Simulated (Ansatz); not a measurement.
# SrTiO3: the cost of one run

Method: DFT PBEsol, scalar-relativistic, plane waves, PAW, in Ansatz 0.2.0.

3 further runs of the same task are left out: 3 set aside as unsound or not needed.

## (1) Starting point

The cell holds 35 atoms (CO21Sr7Ti6): a = 6.740 Å, b = 8.701 Å, c = 8.701 Å, α = 113.58°, β = 104.96°, γ = 104.96°.

The coordinates of this cell stand in the input of its own run.

The host was relaxed before at PBEsol: a = 3.891 Å, b = 3.891 Å, c = 3.891 Å, α = 90.00°, β = 90.00°, γ = 90.00° (conventional cell), 11.783 Å³/atom.

Places, in fractions of the supercell: C in place of Ti at (0.071, 0.286, 0.429). The start keeps the symmetry of the ideal site.

## (2) Band edges of the host over the zone

File input.yaml:

```yaml
crystal:
  lattice:
    - [3.8911418854, 0.0, 0.0]
    - [0.0, 3.8911418854, 0.0]
    - [0.0, 0.0, 3.8911418854]
  atoms:
    - { symbol: Sr, position: [0.0, 0.0, 0.0] }
    - { symbol: Ti, position: [0.5, 0.5, 0.5] }
    - { symbol: O, position: [0.5, 0.0, 0.5] }
    - { symbol: O, position: [0.5, 0.5, 0.0] }
    - { symbol: O, position: [0.0, 0.5, 0.5] }
basis:
  ecutwfc: 420
  xc_grid: 2
kpoints:
  mp_grid: { grid: [6, 6, 6] }
  band_path: { path: [VBM, CBM], npoints: 2 }
hamiltonian:
  xc: pbesol
scf:
  occupations: { method: gaussian, width: 0.02 }
output:
  forces: true
  stress: true
  eigenvalues: true
```

Run with:

```sh
> ansatz run input.yaml --threads 8 --pin off --max-ram 16384MiB --backend cpu --events-out ev --progress --plain --runs-dir out
```

**Question.** How long does this run take on 8 threads of Arm Neoverse V2, shared host, and how much memory does it need?

About 1.3 s, with a peak of 0.38 GiB.
